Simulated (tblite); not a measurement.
# C2H6B2F2O2: the cost of one run

Programs: tblite 0.8.0 and PySCF 2.14.0, with density-fitted response routines of our own. Each step states its level of theory. These are calculated values for one molecule, in the gas phase or a continuum, unless marked as measured. Atoms count from 0, in the outputs and in this text.

**1. The starting structure**

14 atoms, charge 0, multiplicity 1; geometry from: force field or distance geometry start.

Bonds of the start (Å): C0–O1 1.39, O1–B2 1.45, B2–O3 1.48, O3–C4 1.41, B2–B5 1.66, B5–F6 1.46, B5–F7 1.45, C0–H8 1.12, C0–H9 1.11, C0–H10 1.10, C4–H11 1.10, C4–H12 1.10, C4–H13 1.11.

**2. Optimising the geometry with GFN2-xTB**

What the job is given:

```
{"job": {"kind": "relax", "xc": "GFN2-xTB", "basis": "xTB"}, "charge": 0, "multiplicity": 1}
C      1.863400    -1.186500     0.562400
O      0.730400    -0.805900     1.272800
B      0.011100     0.225200     0.556100
O     -0.928300    -0.193800    -0.501800
C     -2.253800    -0.228300    -0.021100
B      0.547800     1.787500     0.449700
F      1.440100     2.189500    -0.633900
F     -0.298300     2.863600     0.942300
H      2.336000    -0.262000     0.149400
H      2.635600    -1.623700     1.233300
H      1.655700    -1.944700    -0.212600
H     -2.524300     0.716400     0.469700
H     -2.970700    -0.545000    -0.796000
H     -2.245500    -0.992800     0.787600
```

Started as:

```console
$ OMP_NUM_THREADS=1 python probes_run.py task.json out
```

The driver reads the jobs from task.json and runs them one after another.

Q: Estimate the wall time and peak memory of this first job on 1 thread of Intel Xeon at 2.50GHz, shared host.

About 1.9 s, with a peak of 0.18 GiB.
